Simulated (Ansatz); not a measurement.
# In3As: the cost of one run

All numbers are computed with Ansatz 0.2.0 through its Python package. Level of theory: DFT LDA, plane waves, PAW.

## (1) Starting point

In3As Pm-3m: The structure is cubic, space group Pm-3m (No. 221). The conventional cell has a = 4.672 Å, b = 4.672 Å, c = 4.672 Å, α = 90.00°, β = 90.00°, γ = 90.00°. Around In (site symmetry 4/mmm) lie 8 In at 3.30 Å and 4 As at 3.30 Å. As (site symmetry m-3m) has 12 In at 3.30 Å as nearest neighbours.

In3Sb Pm-3m: Symmetry: Pm-3m, No. 221, cubic system. Conventional cell: a = 4.837 Å, b = 4.837 Å, c = 4.837 Å, α = 90.00°, β = 90.00°, γ = 90.00°. In (site symmetry 4/mmm) has 8 In at 3.42 Å and 4 Sb at 3.42 Å as nearest neighbours. Sb (site symmetry m-3m) has 12 In at 3.42 Å as nearest neighbours.

In3Bi Pm-3m: Symmetry: Pm-3m, No. 221, cubic system. The conventional cell has a = 4.851 Å, b = 4.851 Å, c = 4.851 Å, α = 90.00°, β = 90.00°, γ = 90.00°. In (site symmetry 4/mmm) is surrounded by 8 In at 3.43 Å and 4 Bi at 3.43 Å. Around Bi (site symmetry m-3m) lie 12 In at 3.43 Å.

The script holds or builds the structure itself.

## (2) The script

in3as.py reads:

```python
'''Trends along isostructural compounds in space group Pm-3m, after relaxing atoms and volume at fixed cell shape.'''

import ansatz as az
from ase import Atoms
import matplotlib.pyplot as plt
import numpy as np
import pandas as pd


def solve(name, crystal):
    calc = (
        crystal.calculation()
        .functional(az.Functional.LDA)
        .basis(500)
        .kpoints(spacing=0.15)
        .occupations('cold', width=0.05)
        .stress()
        .band_table()
    )
    calc = calc.relax(force_tolerance=0.03, fix_cell=['shape'])
    return calc.run()


def volume_per_atom(outcome):
    return abs(np.linalg.det(outcome.lattice.cell_ang)) / len(outcome.lattice.sites)


def gap_ev(outcome):
    # nan where the run reports no band edges: a metal, overlapping bands, or a gap that is small against the smearing
    edges = outcome.report.get('band_edges_ev')
    return edges[1] - edges[0] if edges else float('nan')


def main() -> None:
    phases = {}
    in3as = (
        az.Lattice.cubic(4.671681)
        .space_group(221)
        .atom('In', [0.0, 0.5, 0.5])
        .atom('As', [0.0, 0.0, 0.0])
    )
    phases['In3As'] = in3as
    atoms = Atoms(
        ['In', 'In', 'In', 'Sb'],
        scaled_positions=[
            [0.5, 0.5, 0.0],
            [0.5, 0.0, 0.5],
            [0.0, 0.5, 0.5],
            [0.0, 0.0, 0.0],
        ],
        cell=[
            [4.836962, 0.0, 0.0],
            [0.0, 4.836962, 0.0],
            [0.0, 0.0, 4.836962],
        ],
        pbc=True,
    )
    in3sb = az.Crystal.from_ase(atoms)
    phases['In3Sb'] = in3sb
    in3bi = (
        az.Lattice.cubic(4.850761)
        .space_group(221)
        .atom('In', [0.0, 0.5, 0.5])
        .atom('Bi', [0.0, 0.0, 0.0])
    )
    phases['In3Bi'] = in3bi

    done = {}
    for name, crystal in phases.items():
        try:
            done[name] = solve(name, crystal)
        except az.NonConvergedError as error:
            print(name, 'did not converge:', str(error)[:120])

    rows = [(name, volume_per_atom(o), gap_ev(o)) for name, o in done.items()]
    print(pd.DataFrame(rows, columns=['compound', 'V (A^3/atom)', 'gap on mesh (eV)']).round(4).to_string(index=False))
    plt.figure(figsize=(4.5, 3))
    plt.bar([row[0] for row in rows], [row[1] for row in rows])
    plt.ylabel('V (A^3/atom)')
    plt.tight_layout()
    plt.savefig('trend.png', dpi=100)


if __name__ == '__main__':
    main()
```

## (3) The calls as engine input

The engine receives this input (first run):

```yaml
crystal:
  lattice:
    bravais: cubic
    a: 4.671681
  space_group: 221
  atoms:
    - { symbol: In, position: [0.0, 0.5, 0.5] }
    - { symbol: As, position: [0.0, 0.0, 0.0] }
basis:
  ecutwfc: 500.0
kpoints:
  mp_grid:
    kspacing: 0.15
hamiltonian:
  xc: lda
scf:
  occupations:
    method: cold
    width: 0.05
relax:
  f_tol: 0.03
  cell:
    fix: [shape]
output:
  stress: true
  eigenvalues: true
```

## (4) Launch

On the command line:

```bash
> python in3as.py
```

Q: Estimate wall time and peak memory on 1 thread of Intel Xeon 6975P-C (Granite Rapids), shared host.

About 62 s, with a peak of 0.63 GiB.
